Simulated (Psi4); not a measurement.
# CCSD/cc-pVDZ (density fitting, density fitting for correlation) run of CH2BNO (SMILES BN=C=O)

Aim: the energy change on altering one bond length of CH2BNO at CCSD/cc-pVDZ (density fitting, density fitting for correlation), from 2 runs. Input form: a QCSchema input.

The results are computed with Psi4 1.11.

2 further runs of the same task are left out: 1 that didn't finish, 1 set aside as unsound or not needed.

## 1. The structure to begin with

CH2BNO: 6 atoms, total charge 0, spin state singlet. SMILES: `BN=C=O`. Geometry: relaxed at PBE0-D4/def2-TZVP.

Bond lengths: B1–N2 1.404 Å, N2–C3 1.196 Å, C3–O4 1.162 Å, B1–H5 1.195 Å, B1–H6 1.193 Å. Angles: B1–N2–C3 159.7°, N2–C3–O4 176.4°, N2–B1–H5 119.2°, N2–B1–H6 118.7°, H5–B1–H6 122.1°.

## 2. The energy at CCSD/cc-pVDZ (density fitting, density fitting for correlation)

File input.json:

```json
{
 "schema_name": "qcschema_input",
 "schema_version": 1,
 "molecule": {
  "schema_name": "qcschema_molecule",
  "schema_version": 2,
  "symbols": ["B", "N", "C", "O", "H", "H"],
  "geometry": [-0.88817128, 1.80544434, -0.27344337, 0.42896783, -0.37378783, 0.4726205, 1.2640378, -2.47346252, 0.40515728, 2.13387874, -4.48885544, 0.46411674, -1.98156681, 1.81149146, -2.2500969, -0.87777778, 3.59822751, 1.09452937],
  "molecular_charge": 0,
  "molecular_multiplicity": 1
 },
 "driver": "energy",
 "model": {
  "method": "ccsd",
  "basis": "cc-pVDZ"
 },
 "keywords": {
  "freeze_core": true,
  "scf_type": "df",
  "cc_type": "df"
 }
}
```

The run is started by

```console
$ psi4 --qcschema input.json -n 1 --memory 1600MB
```

stdout:

```text
[...]
  Running in c1 symmetry.
[...]
  Nuclear repulsion =   89.940939670835903
[...]
  Multiplicity = 1
[...]
  Nalpha       = 14
  Nbeta        = 14
[...]
    Number of basis functions: 66
[...]
   @DF-RHF iter   1:  -192.99571266805410   -9.96973e-01   6.68558e-03 ADIIS/DIIS
[...]
   @DF-RHF iter  12:  -193.07202190037700   -1.01181e-11   7.72274e-09 DIIS
[...]
    Orbital Energies [Eh]
    ---------------------
    Doubly Occupied:
       1A    -20.625717     2A    -15.595216     3A    -11.429900
       4A     -7.657695     5A     -1.480636     6A     -1.272253
       7A     -0.867893     8A     -0.735839     9A     -0.665900
      10A     -0.656397    11A     -0.613268    12A     -0.547162
      13A     -0.472186    14A     -0.423981
[...]
  @DF-RHF Final Energy:  -193.07202190037700
   => Energetics <=
    Nuclear Repulsion Energy =             89.9409396708359026
    One-Electron Energy =                -439.9378354612739486
    Two-Electron Energy =                 156.9248738900610363
    Total Energy =                       -193.0720219003769955
[...]
 Multipole Moments:
 ------------------------------------------------------------------------------------
     Multipole            Electronic (a.u.)      Nuclear  (a.u.)        Total (a.u.)
 ------------------------------------------------------------------------------------
 L = 1.  Multiply by 2.5417464519 to convert [e a0] to [Debye]
 Dipole X            :          1.0983245           -1.3441442           -0.2458197
 Dipole Y            :         -2.0491913            2.4843266            0.4351353
 Dipole Z            :          0.4478301           -0.5655838           -0.1177537
 Magnitude           :                                                    0.5134550
[...]
      * MP2 total energy:                  -193.610585068750
[...]
      * CCSD total energy:                 -193.626538325240
[...]
```

The result, in JSON:

```text
{
 "driver": "energy",
 "model": {
  "method": "ccsd",
  "basis": "cc-pVDZ"
 },
 "success": true,
 "return_result": -193.62653832524023,
 "properties": {
  "calcinfo_nbasis": 66,
  "calcinfo_nmo": 66,
  "calcinfo_nalpha": 14,
  "calcinfo_nbeta": 14,
  "calcinfo_natom": 6,
  "nuclear_repulsion_energy": 89.9409396708359,
  "return_energy": -193.62653832524023,
  "scf_one_electron_energy": -439.93783546127395,
  "scf_two_electron_energy": 156.92487389006104,
  "scf_dipole_moment": [-0.24581968600284743, 0.4351353153020261, -0.11775367957205396],
  "scf_total_energy": -193.072021900377,
  "scf_iterations": 12,
  "mp2_same_spin_correlation_energy": -0.14163091038355766,
  "mp2_opposite_spin_correlation_energy": -0.3969322579894488,
  "mp2_singles_energy": 0.0,
  "mp2_doubles_energy": -0.5385631683730064,
  "mp2_correlation_energy": -0.5385631683730064,
  "mp2_total_energy": -193.61058506875,
  "ccsd_same_spin_correlation_energy": -0.12329486026549029,
  "ccsd_opposite_spin_correlation_energy": -0.4312215645977422,
  "ccsd_singles_energy": 0.0,
  "ccsd_doubles_energy": -0.5545164248632325,
  "ccsd_correlation_energy": -0.5545164248632325,
  "ccsd_total_energy": -193.62653832524023,
  "ccsd_iterations": 17
 }
}
```

Wall time 3.9 s (1 thread of Intel Xeon 6975P-C (Granite Rapids), shared host); peak memory 0.25 GiB.

## 3. The distorted shape, same level

File job.json:

```json
{
 "schema_name": "qcschema_input",
 "schema_version": 1,
 "molecule": {
  "schema_name": "qcschema_molecule",
  "schema_version": 2,
  "symbols": ["B", "N", "C", "O", "H", "H"],
  "geometry": [-0.89856477, 0.0126725, -1.64140666, 0.41857434, -2.16655966, -0.89534279, 1.25364431, -4.26623436, -0.96280601, 2.12348525, -6.28162727, -0.90384656, -1.99196031, 0.01871963, -3.61806019, -0.87777778, 3.59822751, 1.09452937],
  "molecular_charge": 0,
  "molecular_multiplicity": 1
 },
 "driver": "energy",
 "model": {
  "method": "ccsd",
  "basis": "cc-pVDZ"
 },
 "keywords": {
  "reference": "rhf",
  "freeze_core": true,
  "scf_type": "df",
  "cc_type": "df"
 }
}
```

The run is started by

```console
$ psi4 --qcschema job.json -n 1 --memory 1600MB
```

stdout:

```text
[...]
  Running in c1 symmetry.
[...]
  Nuclear repulsion =   87.835509790469885
[...]
  Multiplicity = 1
[...]
  Nalpha       = 14
  Nbeta        = 14
[...]
    Number of basis functions: 66
[...]
   @DF-RHF iter   1:  -192.83699077143262   -1.06849e+00   6.61962e-03 DIIS/ADIIS
[...]
   @DF-RHF iter  13:  -192.91153455692256   -1.19371e-12   3.03316e-09 DIIS
[...]
    Orbital Energies [Eh]
    ---------------------
    Doubly Occupied:
       1A    -20.655912     2A    -15.630787     3A    -11.463427
       4A     -7.758671     5A     -1.508019     6A     -1.305786
       7A     -0.900126     8A     -0.761718     9A     -0.692116
      10A     -0.684027    11A     -0.629370    12A     -0.502795
      13A     -0.498735    14A     -0.331936
[...]
  @DF-RHF Final Energy:  -192.91153455692256
   => Energetics <=
    Nuclear Repulsion Energy =             87.8355097904698852
    One-Electron Energy =                -434.8472368811305842
    Two-Electron Energy =                 154.1001925337381522
    Total Energy =                       -192.9115345569225610
[...]
 Multipole Moments:
 ------------------------------------------------------------------------------------
     Multipole            Electronic (a.u.)      Nuclear  (a.u.)        Total (a.u.)
 ------------------------------------------------------------------------------------
 L = 1.  Multiply by 2.5417464519 to convert [e a0] to [Debye]
 Dipole X            :          1.2002321           -1.3390811           -0.1388491
 Dipole Y            :         -3.9493713            3.3576563           -0.5917149
 Dipole Z            :         -0.7975874            0.1008050           -0.6967824
 Magnitude           :                                                    0.9246141
[...]
      * MP2 total energy:                  -193.463447899613
[...]
      * CCSD total energy:                 -193.491946486539
[...]
```

The result, in JSON:

```text
{
 "driver": "energy",
 "model": {
  "method": "ccsd",
  "basis": "cc-pVDZ"
 },
 "success": true,
 "return_result": -193.49194648653946,
 "properties": {
  "calcinfo_nbasis": 66,
  "calcinfo_nmo": 66,
  "calcinfo_nalpha": 14,
  "calcinfo_nbeta": 14,
  "calcinfo_natom": 6,
  "nuclear_repulsion_energy": 87.8355097904699,
  "return_energy": -193.49194648653946,
  "scf_one_electron_energy": -434.8472368811306,
  "scf_two_electron_energy": 154.10019253373815,
  "scf_dipole_moment": [-0.13884907407978675, -0.5917149321768798, -0.6967823656425887],
  "scf_total_energy": -192.91153455692256,
  "scf_iterations": 13,
  "mp2_same_spin_correlation_energy": -0.14263879730660614,
  "mp2_opposite_spin_correlation_energy": -0.4092745453836698,
  "mp2_singles_energy": 0.0,
  "mp2_doubles_energy": -0.5519133426902759,
  "mp2_correlation_energy": -0.5519133426902759,
  "mp2_total_energy": -193.46344789961285,
  "ccsd_same_spin_correlation_energy": -0.12308423267879011,
  "ccsd_opposite_spin_correlation_energy": -0.4573276969381132,
  "ccsd_singles_energy": 0.0,
  "ccsd_doubles_energy": -0.5804119296169034,
  "ccsd_correlation_energy": -0.5804119296169034,
  "ccsd_total_energy": -193.49194648653946,
  "ccsd_iterations": 19
 }
}
```

Wall time 3.9 s (1 thread of Intel Xeon 6975P-C (Granite Rapids), shared host); peak memory 0.24 GiB.

## 4. Results

At CCSD/cc-pVDZ (density fitting, density fitting for correlation), 4 core orbitals frozen:

| quantity | value |
| --- | --- |
| first shape: total energy | -193.62654 Eh |
| first shape: HOMO energy (Hartree–Fock orbitals) | -11.54 eV |
| first shape: LUMO energy (Hartree–Fock orbitals) | 1.97 eV |
| first shape: HOMO–LUMO gap (Hartree–Fock orbitals) | 13.50 eV |
| first shape: correlation energy (4 core orbitals frozen) | -554.5 mEh |
| first shape: T1 diagnostic | 0.018 |
| distorted shape: total energy | -193.49195 Eh |
| distorted shape: HOMO energy (Hartree–Fock orbitals) | -9.03 eV |
| distorted shape: LUMO energy (Hartree–Fock orbitals) | 1.26 eV |
| distorted shape: HOMO–LUMO gap (Hartree–Fock orbitals) | 10.29 eV |
| distorted shape: correlation energy (4 core orbitals frozen) | -580.4 mEh |
| distorted shape: T1 diagnostic | 0.027 |
| energy change with the B1–H6 bond stretched from 1.193 to 2.387 Å | 3.662 eV |

What this shows: With the B1–H6 bond stretched from 1.193 to 2.387 Å the energy rises by 3.66 eV (353 kJ/mol). The first shape isn't relaxed at this level, so the change isn't measured from a minimum. The T1 diagnostic (distorted shape) of 0.027 is above the customary mark for such species, so a single reference may not serve.
